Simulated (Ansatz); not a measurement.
Consider a check of PAW against all-electron LAPW of Ge, space group Imma (the Python package of Ansatz (0.2.0)).

Script `paw_lapw.py`:
```python
import ansatz as az
import numpy as np


def count_gap(report):
    # lowest empty less highest filled band, counting bands; zero where they overlap
    return max(report.get("gap_by_band_count_ev") or 0.0, 0.0)


def main() -> None:
    ge = (
        az.Lattice.from_parameters(3.914256, 3.914256, 3.914256, alpha=100.76742, beta=94.74441, gamma=136.9255)
        .atom("Ge", (0.185943, 0.935943, 0.25))
        .atom("Ge", (0.814057, 0.064057, 0.75))
    )

    calculation = ge.calculation()
    calculation = calculation.occupations("fermi_dirac", width=0.15).mixing("broyden", beta=0.2)
    calculation = calculation.functional("LDA")
    calculation = calculation.kpoints(9, shift=0.5)
    calculation = calculation.stress()
    calculation = calculation.forces().band_table()
    variants = {
        "PAW": calculation.pseudopotentials("paw"),
        "LAPW": calculation.pseudopotentials("all_electron", lapw=True),
    }
    rows = []
    for label, variant in variants.items():
        data = variant.run(threads=1, backend="cpu").report
        levels = np.array(data["eigenvalues_ev"][0]) - data["fermi_energy_ev"]
        print(label, "levels at the first k-point near E_F:", np.round(levels[np.abs(levels) < 5], 3))
        rows.append((label, data["n_electrons"], np.trace(data["stress_gpa"]) / 3, count_gap(data)))
    lines = [",".join(["treatment", "electrons in bands", "P GPa", "gap by band count eV"])] + [",".join(f"{v:.4f}" if isinstance(v, float) else str(v) for v in row) for row in rows]
    print("\n".join(lines))
    with open("paw_lapw.csv", "w") as handle:
        handle.write("\n".join(lines) + "\n")


if __name__ == "__main__":
    main()
```

How well do the two treatments of the cores agree on the pressure?

PAW gives -4.035 GPa and LAPW -4.005 GPa, 0.030 GPa apart. They took 4.2 and 33.9 s of processor time.

The output:

```console
$ python paw_lapw.py
DeckWarning: basis.ecutwfc = 420 eV, auto-derived from the records' recommended cutoffs: set by Ge (normal level)
PAW levels at the first k-point near E_F: [-4.8   -1.75  -1.13   4.459  4.94 ]
LAPW levels at the first k-point near E_F: [-4.801 -1.75  -1.131  4.46   4.94 ]
treatment,electrons in bands,P GPa,gap by band count eV
PAW,28.0000,-4.0354,0.0000
LAPW,44.0000,-4.0054,0.0000
```
(Warnings from the package without file and line.)

Caveats:
- The settings weren't tested for convergence.
- The computed bands are complete only to about 4.1 eV above the Fermi level.
- The smearing is wide enough that free energy and stress hold a thermal part of the electrons.
- A gap by band count of zero or less means overlapping bands, a metal.
- This isn't the structure that Ge takes at ambient conditions.
- Gaps and levels are Kohn-Sham values on a finite set of k-points, without spin-orbit coupling.
- Pressure is positive in compression; the treatments may keep other shells as core, so totals and counts of electrons can differ.
- Run time: 40 s on 1 thread of Intel(R) Xeon(R) Processor @ 2.30GHz (shared host), peak memory 0.76 GiB.
